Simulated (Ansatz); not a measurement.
# LiBe under changes of volume

One of the cells (11.108 Å³/atom); the others are scaled copies at fixed shape and fractional positions:

```xyz
2
Lattice="2.8112 0.0000 0.0000 0.0000 2.8112 0.0000 0.0000 0.0000 2.8112" Properties=species:S:1:pos:R:3 pbc="T T T"
Be    1.4056    1.4056    1.4056
Li    0.0000    0.0000    0.0000
```

The cell comes from a database or a generator and needn't be the stable form of this composition.

| Quantity | Value |
| --- | --- |
| Program | Ansatz 0.2.0 |
| Functional | PBE |
| Potentials or basis | Ansatz PAW |
| Cutoff | 420 eV (not typed: the program's choice for these potentials) |
| k mesh | 9 × 9 × 9 |
| Occupations | fermi-dirac, width 0.05 eV |
| Spin | no spin polarisation |

```tsv
volume (Å³/atom)	energy over the lowest point (meV/atom)	pressure (GPa)
10.441	8.32	3.8
10.663	3.94	2.5
10.886	?	?
11.108	0.00	0.4
11.330	0.16	-0.6
11.552	1.59	-1.4
11.774	4.16	-2.2
```

Question: What does the run at 10.886 Å³/atom give?

Answer: Energy over the lowest point 1.22 meV/atom; pressure 1.4 GPa.

Worked out: A Birch-Murnaghan fit of order 3 (a polynomial in V^(-2/3)) to the other rows has its minimum at 11.19 Å³/atom with B0 = V·E''(V) = 48 GPa and B' = 3.6. It gives 1.21 meV/atom at 10.886 Å³/atom, against the run's 1.22, and -dE/dV = 1.4 GPa, against 1.4.

Energies are extrapolated to zero smearing.
